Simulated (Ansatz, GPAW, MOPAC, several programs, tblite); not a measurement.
ZnFI (Janus 2H monolayer) from semi-empirical methods to plane-wave DFT

ZnFI as a Janus 2H monolayer, relaxed with r2SCAN in Ansatz, was computed with several methods. In-plane lattice: a = 3.617 Å, b = 3.617 Å, γ = 120.0°; thickness between the outer nuclei 2.85 Å. Zn has 3 F at 2.31 Å and 3 I at 2.80 Å; F has 3 Zn at 2.31 Å and 1 I at 2.85 Å; I has 3 Zn at 2.80 Å and 1 F at 2.85 Å. Spin-unpolarised throughout. Whether this structure exists isn't addressed.

```yaml
crystal:
  lattice:
    - [3.61721, 0.00000, 0.00000]
    - [-1.80860, 3.13259, 0.00000]
    - [0.00000, 0.00000, 29.23908]
  atoms:
    - { symbol: Zn, position: [0.33333, 0.66667, 0.31771] }
    - { symbol: F, position: [0.66667, 0.33333, 0.35157] }
    - { symbol: I, position: [0.66667, 0.33333, 0.25415] }
```
Two periodic directions, a and b.

Gaps and times are for a single point on this cell. Times are rough, from shared hosts (Arm Neoverse V2), and each method has its own mesh and cell size. PM6 (MOPAC), PM7 (MOPAC), GFN1-xTB (tblite), GFN2-xTB (tblite) treat a cluster of cells at its zone centre, which samples few k points: where these miss a band edge, the gap comes out too large for that reason alone. Gaps from k meshes are read at a limited set of points (mesh, symmetry points, PBE's band edges), so each method's own least gap may be somewhat smaller. xTB and the PM methods were fitted mostly to molecules, and can miss a solid's gap by electronvolts. Minimal bases can be far off for gaps. GLLB-SC's gap includes the derivative discontinuity. d marks a direct gap, i an indirect one (no mark: not told apart), a dash a value that wasn't computed or didn't pass its checks.

```csv
method,kind,gap (eV),atoms computed,processor time
PM7 (MOPAC),semi-empirical,7.01,27,0.37 s
PM6 (MOPAC),semi-empirical,4.46,27,0.4 s
GFN1-xTB (tblite),tight binding,0.67,27,0.7 s
GFN2-xTB (tblite),tight binding,1.48,27,0.83 s
PBE/single zeta (GPAW),small basis,0.38 d,3,4.2 s
light PBE (260 eV and a coarse mesh),light plane-wave,0.25 d,3,4.3 s
PBE,semilocal,0.26 d,3,16 s
GLLB-SC (GPAW),model potential,1.06,3,28 s
r2SCAN,semilocal,0.60 d,3,39 s
```

Against r2SCAN (0.60 eV) and with closed or daggered gaps left aside, the nearest gap at the points sampled is that of GFN1-xTB (tblite) (+0.07 eV) and the farthest that of PM7 (MOPAC) (+6.41 eV). r2SCAN is only a yardstick of convenience: semilocal gaps usually lie below measured ones, which GLLB-SC and hybrids aim to mend.

No spin-orbit coupling is included; it can move band edges with weight on the heavy atoms by tenths of an eV.
